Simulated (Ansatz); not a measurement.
# MgB2: a relaxation

The task is a relaxation on MgB2. The structure is shown as the input types it.

Method: DFT, LDA, PAW with Ansatz's default frozen-core files, scalar-relativistic; relaxation of cell and atoms, in Ansatz 0.2.0.

1 further run of the same task is left out (set aside as unsound or not needed).

## (1) The starting structure

Symmetry: P6/mmm, No. 191, hexagonal system. The conventional cell has a = 3.085 Å, b = 3.085 Å, c = 3.523 Å, α = 90.00°, β = 90.00°, γ = 120.00°. Around Mg (site symmetry 6/mmm) lie 12 B at 2.51 Å. Around B (site symmetry -6m2) lie 3 B at 1.78 Å and 6 Mg at 2.51 Å.

Structure file:

```cif
data_structure
_symmetry_space_group_name_H-M 'P 1'
_symmetry_Int_Tables_number 1
_cell_length_a 3.0850
_cell_length_b 3.0850
_cell_length_c 3.5230
_cell_angle_alpha 90.000
_cell_angle_beta 90.000
_cell_angle_gamma 120.000
_cell_volume 29.04
loop_
_atom_site_label
_atom_site_type_symbol
_atom_site_fract_x
_atom_site_fract_y
_atom_site_fract_z
_atom_site_occupancy
Mg1 Mg 0.00000 0.00000 0.00000 1
B1 B 0.33333 0.66667 0.50000 1
B2 B 0.66667 0.33333 0.50000 1
```

## (2) The calculation

input.yaml

```yaml
crystal:
  lattice:
    - [3.08500000001, 0.0, 0.0]
    - [-1.54250000001, 2.67168837068, 0.0]
    - [0.0, 0.0, 3.523]
  atoms:
    - { symbol: Mg, position: [0.0, 0.0, 0.0] }
    - { symbol: B, position: [0.333333333333, 0.666666666667, 0.5] }
    - { symbol: B, position: [0.666666666667, 0.333333333333, 0.5] }
kpoints:
  mp_grid: { grid: [14, 14, 10] }
scf:
  occupations: { method: fixed }
  max_iter: 60
hamiltonian:
  xc: lda
  pseudopotentials: { kind: paw }
relax:
  f_tol: 0.002
  max_steps: 80
  cell: {}
output:
  forces: true
  stress: true
  write_density: true
  write_potential: true
  elf: true
  volumetric_format: npy
```

Command:

```console
> ansatz run input.yaml --threads 1 --pin off --max-ram 3072MiB --backend cpu --events-out ev --progress --plain --runs-dir out
```

What happens when this is run?

The run converged and reported no error, with warnings (band overlap at count, metallic iterate). Convergence says nothing about whether the input makes sense.

In the input, scf.occupations.method is fixed; scf.occupations.width is missing. What could go wrong: fixed occupations where they can't hold. It still converged here, which does not make the setting sound.

To check: set scf.occupations.method to fermi_dirac and scf.occupations.width to 0.05.
